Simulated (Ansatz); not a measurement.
## Molecular dynamics of W8C8N

input.yaml

```yaml
accuracy: low
crystal:
  lattice:
    - [-2.8598, -4.953319, 0.0]
    - [4.2897, -2.476659, 0.0]
    - [0.0, 0.0, 5.611]
  atoms:
    - { symbol: W, position: [0.75036428, 0.48875994, 0.00400285] }
    - { symbol: C, position: [0.50212041, 0.64456305, 0.2656981] }
    - { symbol: W, position: [0.75908096, 0.47048457, 0.52096139] }
    - { symbol: C, position: [0.51184684, 0.67668356, 0.77863384] }
    - { symbol: W, position: [0.48253582, -0.00338299, -0.00307082] }
    - { symbol: C, position: [0.26046316, 0.1816731, 0.23953957] }
    - { symbol: W, position: [0.47292342, 0.03688568, 0.50830344] }
    - { symbol: C, position: [0.22401335, 0.18944795, 0.76614866] }
    - { symbol: W, position: [0.26748016, 0.50723032, 0.00142523] }
    - { symbol: C, position: [0.00873307, 0.67600667, 0.24641132] }
    - { symbol: W, position: [0.25477221, 0.49634143, 0.51170783] }
    - { symbol: C, position: [0.00613735, 0.6572272, 0.76587866] }
    - { symbol: W, position: [-0.00055777, -0.00850647, 0.00934058] }
    - { symbol: C, position: [0.731595, 0.16908703, 0.24350299] }
    - { symbol: W, position: [0.01050104, 0.01775649, 0.50201669] }
    - { symbol: C, position: [0.76742389, 0.15713236, 0.75286907] }
    - { symbol: "N", position: [0.74307589, 0.83541795, 0.49814435] }
basis:
  ecutwfc: 420.0
kpoints:
  mp_grid: { grid: [2, 2, 2] }
hamiltonian:
  xc: pbe
  dispersion: d3bj
scf:
  occupations: { method: fermi_dirac, width: 0.15 }
  lower_state_search: "off"
  max_iter: 68
md:
  timestep: 1
  n_steps: 200
  ensemble: nvt_langevin
  temperature: 1680.0
  initial_velocities: maxwell_boltzmann
  seed: 75183
  friction: 0.5
```

Launched with:

```bash
$ ansatz run input.yaml --threads 1 --pin off --max-ram 3072MiB --backend cpu --events-out ev --progress --plain --runs-dir out
```

It goes on from the last frame of an earlier run, with new velocities.

Output, in part (step lines):

```
md step     0: t =     0.00 fs  T =  1581.2 K  F+E_penalty+E_count = -85470.10385508 eV  E_kin = 3.474509 eV  (8 SCF iters)
[... lines left out ...]
```

The steps, from the saved trajectory:

```csv
time (fs),T (K),potential energy less start (eV)
0.0,1581,0.000
6.0,2238,0.259
12.0,1634,-0.203
18.0,826,-0.042
24.0,1637,0.029
30.0,1865,0.192
36.0,1806,0.900
42.0,1638,1.313
48.0,1960,1.034
54.0,1050,0.645
60.0,1228,0.407
66.0,1566,0.030
72.0,1474,0.339
78.0,1697,0.474
84.0,1676,0.981
90.0,2392,1.257
96.0,1475,1.044
102.0,1864,0.650
108.0,1521,0.733
114.0,1533,0.922
120.0,1288,1.829
126.0,1594,2.048
132.0,1305,2.003
138.0,1737,2.279
144.0,1451,2.085
150.0,1401,2.174
156.0,1629,2.426
162.0,1967,2.108
168.0,1617,1.741
174.0,1687,2.593
180.0,1737,3.045
186.0,1655,2.300
192.0,1685,2.189
198.0,1934,2.418
```

The run went to its last step. A run of 0.2 ps of so small a system gives no equilibrium averages. The friction is so strong that the motion is overdamped, so the time scale means little. Limits of this set-up: coarse k mesh, odd electron count without spin, low accuracy level.

Mean squared displacements from the first frame to the last, about the centre of mass: W 0.01 Å², C 0.05 Å², N 0.34 Å².

Last frame:

```xyz
17
Lattice="-2.8598 -4.9533 0.0000 4.2897 -2.4767 0.0000 0.0000 0.0000 5.6110" Properties=species:S:1:pos:R:3
W 0.093 -4.956 -0.031
C 1.633 -4.104 1.471
W -0.166 -5.003 2.950
C 1.556 -3.876 4.252
W -1.446 -2.397 0.050
C 0.048 -1.728 1.304
W -1.220 -2.365 2.808
C 0.081 -1.518 4.228
W 1.442 -2.562 0.090
C 2.858 -1.703 1.288
W 1.396 -2.502 2.813
C 2.758 -1.839 4.310
W -0.017 -0.094 0.030
C -1.223 -4.116 1.348
W -0.073 -0.177 2.669
C -1.724 -4.048 4.106
N 1.701 -5.862 3.300
```

Time of the run: 17 min on 1 thread of Arm Neoverse V2 (shared host), peak memory 0.61 GiB.
